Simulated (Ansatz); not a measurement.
What does this script print? It uses the Python package of Ansatz (0.2.0).

Script `freq_fsn.py`:
```python
"""Harmonic frequencies of FSn at its relaxed geometry."""

import ansatz
import numpy as np

BASIS_SET = "def2-SVP"
METHOD = "mp2"

fsn = (
    ansatz.Crystal.molecule()
    .atom("Sn", (0.0, 0.0, 0.0))
    .atom("F", (0.0, 0.0, 1.965))
)

calc = fsn.calculation().basis(gaussian=BASIS_SET).correlation(METHOD).spin("collinear", total=1)
symbols = [site.symbol for site in fsn.cartesian_sites]
start = np.array([site.position_ang for site in fsn.cartesian_sites], dtype=float)
rep = calc.relax(force_tolerance=0.003).run(threads=1).report
end = np.array(rep["positions_ang"])

print("final positions (A) and the move of each atom")
for symbol, xyz, old in zip(symbols, end, start):
    print(f"{symbol:2s} {xyz[0]:10.5f} {xyz[1]:10.5f} {xyz[2]:10.5f}   {np.linalg.norm(xyz - old):7.4f}")

# frequencies need a stationary point, so they are taken at the relaxed geometry
minimum = ansatz.Crystal.molecule()
for symbol, xyz in zip(symbols, end):
    minimum = minimum.atom(symbol, xyz.tolist())
vibrating = minimum.calculation()
vibrating = vibrating.basis(gaussian=BASIS_SET)
vibrating = vibrating.correlation(METHOD)
vibrating = vibrating.spin("collinear", total=1)
vibrating = vibrating.phonons(temperatures=(200, 600, 100))
vib = vibrating.run(threads=1).report["vibrations"]
sums = vib["harmonic_sums"]
modes = [m["omega_inv_cm"] for m in sums["modes_at_gamma"] if m["rigid_motion"] == "no"]
for number, w in enumerate(modes, start=1):
    print(f"mode {number:2d} {w:9.1f} 1/cm {w / 8065.544 * 1000:8.2f} meV")
print("imaginary modes:", sum(w < 0 for w in modes), " zero-point energy:", round(sums["zero_point_energy_ev"], 4), "eV")
print("T (K)   F_vib (eV)   S_vib (meV/K)   C_vib (meV/K)")
for row in zip(sums["temperatures_k"], sums["vibrational_free_energy_ev"], vib["entropy_ev_per_k"], vib["heat_capacity_ev_per_k"]):
    print(f"{row[0]:6.1f} {row[1]:11.4f} {1000 * row[2]:13.4f} {1000 * row[3]:15.4f}")
```

```console
$ python freq_fsn.py
final positions (A) and the move of each atom
Sn   -0.00000    0.00000    0.00157    0.0016
F     0.00000   -0.00000    1.96343    0.0016
mode  1     615.5 1/cm    76.31 meV
imaginary modes: 0  zero-point energy: 0.0382 eV
T (K)   F_vib (eV)   S_vib (meV/K)   C_vib (meV/K)
 200.0      0.0379        0.0056          0.0207
 300.0      0.0368        0.0186          0.0437
 400.0      0.0342        0.0334          0.0582
 500.0      0.0301        0.0474          0.0668
 600.0      0.0247        0.0600          0.0721
```

Notes:
- The frequencies are harmonic and unscaled, in a modest basis. The result belongs to the one conformer reached from this start, and soft torsions count as harmonic oscillators.
- def2 sets replace the cores of elements past krypton by effective core potentials.
- The species is open-shell (spin multiplicity 2).
- The spin state was assumed, and another may lie lower.
- Wall time of the script: 23 s on 1 thread of Intel(R) Xeon(R) Platinum 8259CL CPU @ 2.50GHz (Skylake/Cascade Lake), on a shared host, peak memory 0.19 GiB.

(Lines on the test bed's own set-up are left out of the output.)
